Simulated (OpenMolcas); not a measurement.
# One shape, several levels: SnSe (SMILES [Se][Sn])

Aim: a comparison of 6 runs (HF/def2-SVP, BP86/STO-3G, PBE0/def2-SVP, MP2/3-21G, MP2/def2-SVP, ACPF/LANL2DZ) of SnSe. 

The results are computed with OpenMolcas 26.06.

6 further runs of the same task are left out: 2 that didn't finish, 4 set aside as unsound or not needed.

## Step 1: Starting point

SnSe has 2 atoms, charge 0, and is taken as a singlet. As SMILES, `[Se][Sn]`. The shape comes from GFN2-xTB, which is rough for such elements, and wasn't checked as a minimum.

Bond lengths: Se1–Sn2 2.338 Å.

## Step 2: Energy and gradient at HF/def2-SVP (core potential) (run 1)

Contents of calc.inp:

```
* SeSn Hartree-Fock

&GATEWAY
 BASLIB
 $CurrDir
 COORD
 2
 angstrom
 Se       0.000000       0.000000       0.000000
 Sn       0.000000       0.000000       2.338340
 BASIS
 def2-SVP
 GROUP
 NoSym

&SEWARD

&SCF
 THRESHOLDS
 1e-10 1e-07 1e-07 1e-05
 PRORBITALS
 1

&ALASKA
```

The basis set def2-SVP is read from a file made from the Basis Set Exchange's data (not shown).

Started as:

```
export MOLCAS_MEM=1860
pymolcas calc.inp > calc.log
```

The program printed:

```text
--- Start Module: gateway ---
[...]
--- Stop Module: gateway /rc=_RC_ALL_IS_WELL_ ---
[...]
      Basis functions           58
[...]
--- Start Module: scf ---
[...]
       Convergence after  14 Iterations
[...]
::    Total SCF energy                              -2612.9478219115
[...]
      Total spin, S                                     0.0000000000
[...]
      Total electronic charge=   56.000000
      Total            charge=   -0.000000
[...]
      Dipole Moment (debye):
      Origin of the operator (angstrom)=    0.0000    0.0000    1.4031
                   X=  4.1903E-16               Y=  1.4528E-15               Z=  3.7037E+00           Total=  3.7037E+00
      Quadrupole Moment (debye*angstrom):
[...]
--- Stop Module: scf /rc=_RC_ALL_IS_WELL_ ---
--- Start Module: alaska ---
[...]
 *              Molecular gradients               *
 **************************************************
  Irreducible representation: a
 ------------------------------------------------------------------------------------------
                              X                       Y                       Z
 ------------------------------------------------------------------------------------------
  SE1              -9.29050477578970E-16   -1.24060474733192E-15   -8.84400689950837E-03
  SN2               9.29050477578969E-16    1.24060474733192E-15    8.84400689953679E-03
 ------------------------------------------------------------------------------------------
--- Stop Module: alaska /rc=_RC_ALL_IS_WELL_ ---
[...]
```

Run time: 3.9 s. Hardware: 1 thread of Arm Neoverse V1, shared host; peak memory 0.39 GiB.

## Step 3: Energy and forces at BP86/STO-3G (run 2)

Contents of run.inp:

```
&GATEWAY
BasLib=$CurrDir
BasisSet
Se.STO-3G....
Se1 0.000000 0.000000 0.000000 angstrom
End of Basis
BasisSet
Sn.STO-3G....
Sn2 0.000000 0.000000 2.338340 angstrom
End of Basis
&SEWARD
GridInput
Grid=UltraFine
End of Grid
&SCF
KSDFT=2
1.0 GGA_X_B88
1.0 GGA_C_P86
Thresholds=1e-10 1e-07 1e-07 1e-05
PrOrbitals=1 1
&ALASKA
```

The basis set STO-3G is read from a file made from the Basis Set Exchange's data (not shown).

Started as:

```
export MOLCAS_MEM=1860
pymolcas run.inp > run.log
```

The program printed:

```text
--- Start Module: gateway ---
[...]
--- Stop Module: gateway /rc=_RC_ALL_IS_WELL_ ---
[...]
      Basis functions           45
[...]
--- Start Module: scf ---
[...]
       Convergence after  15 Iterations
[...]
::    Total KS-DFT energy                           -8340.8246779787
[...]
      Total spin, S                                     0.0000000000
[...]
      Total electronic charge=   84.000000
      Total            charge=   -0.000000
[...]
      Dipole Moment (debye):
      Origin of the operator (angstrom)=    0.0000    0.0000    1.4031
                   X=  8.7148E-15               Y=  2.5831E-16               Z=  1.9808E+00           Total=  1.9808E+00
      Quadrupole Moment (debye*angstrom):
[...]
--- Stop Module: scf /rc=_RC_ALL_IS_WELL_ ---
[...]
--- Start Module: alaska ---
[...]
 *              Molecular gradients               *
 **************************************************
  Irreducible representation: a
 ------------------------------------------------------------------------------------------
                              X                       Y                       Z
 ------------------------------------------------------------------------------------------
  SE1              -2.62545514581197E-16   -1.02188217626954E-16   -3.64922945241517E-02
  SN2               2.64717051045557E-16    1.00531434830605E-16    3.64922945241233E-02
 ------------------------------------------------------------------------------------------
--- Stop Module: alaska /rc=_RC_ALL_IS_WELL_ ---
[...]
```

Run time: 5.7 s. Hardware: 1 thread of Arm Neoverse V1, shared host; peak memory 0.38 GiB.

Run 3 isn't shown in full; the table further down has it.

## Step 4: A single-point energy at MP2/3-21G (run 4)

Contents of job.inp:

```
&GATEWAY
  BasLib
  $CurrDir
  Coord
  2
  angstrom
  Se       0.000000       0.000000       0.000000
  Sn       0.000000       0.000000       2.338340
  Basis
  3-21G
  Group
  NoSym

&SEWARD

&SCF
  Thresholds
  1e-10 1e-07 1e-07 1e-05
  PrOrbitals
  1

&MBPT2
  Frozen
  27
```

The basis set 3-21G is read from a file made from the Basis Set Exchange's data (not shown).

Started as:

```
export MOLCAS_MEM=1860
pymolcas job.inp > job.log
```

The program printed:

```text
--- Start Module: gateway ---
[...]
--- Stop Module: gateway /rc=_RC_ALL_IS_WELL_ ---
[...]
      Basis functions           53
[...]
--- Start Module: scf ---
[...]
       Convergence after  11 Iterations
[...]
::    Total SCF energy                              -8384.7999599952
[...]
      Total spin, S                                     0.0000000000
[...]
      Total electronic charge=   84.000000
      Total            charge=   -0.000000
[...]
      Dipole Moment (debye):
      Origin of the operator (angstrom)=    0.0000    0.0000    1.4031
                   X=  2.2082E-15               Y=  3.3073E-15               Z=  3.8049E+00           Total=  3.8049E+00
      Quadrupole Moment (debye*angstrom):
[...]
--- Stop Module: scf /rc=_RC_ALL_IS_WELL_ ---
--- Start Module: mbpt2 ---
[...]
WARNING!
Default frozen orbitals as non valence orbitals is overwritten by user input.
Default values:  32
[...]
       Reference weight ( Cref**2 )         =        0.92211
::    Total MBPT2 energy                            -8384.8961241031
[...]
      Total MBPT2 calculations                           0.06      0.07
--- Stop Module: mbpt2 /rc=_RC_ALL_IS_WELL_ ---
[...]
```

Run time: 2.1 s. Hardware: 1 thread of Arm Neoverse V1, shared host; peak memory 0.38 GiB.

Run 5 isn't shown in full; the table further down has it.

## Step 5: The energy at ACPF/LANL2DZ (core potential) (run 6)

Contents of test.inp:

```
* SeSn ACPF

&gateway
 xbas
 Se.LANL2DZ
 Sn.LANL2DZ
 End of Basis
 zmat
 Se1
 Sn2 1 2.33834
 End of ZMAT

&seward

&scf
 prorbitals = 1 1

&motra
 frozen = 0

&guga
 electrons = 10
 spin = 1
 inactive = 5
 active = 0
 ciall = 1

&cpf
 acpf
```

Started as:

```
export MOLCAS_MEM=800
pymolcas test.inp > test.log
```

The program printed:

```text
--- Start Module: gateway ---
[...]
--- Stop Module: gateway /rc=_RC_ALL_IS_WELL_ ---
[...]
      Basis functions           16
[...]
       Convergence after  10 Iterations
[...]
::    Total SCF energy                                -12.2985602885
[...]
      Total spin, S                                     0.0000000000
[...]
      *** WARNING: Default frozen orbitals is overwritten by user input.
      *** Default values:   0
[...]
--- Start Module: guga ---
[...]
--- Stop Module: guga /rc=_RC_ALL_IS_WELL_ ---
--- Start Module: cpf ---
[...]
      Active orbitals                            0       0
[...]
      Spin quantum number                      0.0
[...]
     FINAL ACPF ENERGY         -12.38950982
     FINAL CORRELATION ENERGY   -0.09094953  REFERENCE ENERGY     -12.29856029
[...]
      Title:  ACPF natural orbitals
[...]
      Total electronic charge=   10.000000
      Total            charge=    0.000000
[...]
      Dipole Moment (debye):
      Origin of the operator (angstrom)=    0.0000    0.0000    1.4031
                   X=  6.7727E-16               Y=  8.1502E-16               Z=  2.0201E+00           Total=  2.0201E+00
      Quadrupole Moment (debye*angstrom):
[...]
--- Stop Module: cpf /rc=_RC_ALL_IS_WELL_ ---
[...]
```

It took 1.7 s on 1 thread of Arm Neoverse V1, shared host; peak memory 0.17 GiB.

## Step 6: All runs side by side

```
run                           level  integration grid      task   energy (Eh)  dipole moment (D) of the reference  HOMO energy (eV)  LUMO energy (eV)  wall time
  1    HF/def2-SVP (core potential)                 –  gradient  -2612.947822                                3.70             -8.98              0.14      3.9 s
  2                     BP86/STO-3G         UltraFine  gradient  -8340.824678                                1.98             -3.07              0.18      5.7 s
  3  PBE0/def2-SVP (core potential)         UltraFine  gradient  -2615.331837                                2.90             -7.00             -2.49      7.8 s
  4                       MP2/3-21G                 –    energy  -8384.896124                                3.80             -9.02             -0.02      2.1 s
  5   MP2/def2-SVP (core potential)                 –    energy  -2613.267665                                3.70             -8.98              0.14      2.5 s
  6   ACPF/LANL2DZ (core potential)                 –    energy    -12.389510                                4.56             -9.09             -0.20      1.7 s
```

## Step 7: Summary of results

| quantity | value |
| --- | --- |
| run 6: total energy | -12.38951 Eh |
| run 6: dipole moment (mean-field density) | 4.56 D |
| run 6: HOMO energy (Hartree–Fock orbitals) | -9.09 eV |
| run 6: LUMO energy (Hartree–Fock orbitals) | -0.20 eV |
| run 6: HOMO–LUMO gap (Hartree–Fock orbitals) | 8.89 eV |
| run 6: correlation energy | -90.9 mEh |

Over runs 1, 2, 3 the dipole moment (its size) runs from 1.98 D (BP86/STO-3G) to 3.70 D (HF/def2-SVP). The two ends differ in method and basis and core potential. Over runs 1, 2, 3 the HOMO–LUMO gap runs from 3.25 eV (BP86/STO-3G) to 9.12 eV (HF/def2-SVP). Totals of different functionals can't be ranked against each other. Some runs of one species differ in core potentials or relativity; totals across that change don't compare. In run 2 the basis is minimal, so the values are rough. In runs 2, 4 relativity is left out where basis or elements ask for it. All runs together took 24 s, the longest 7.8 s.
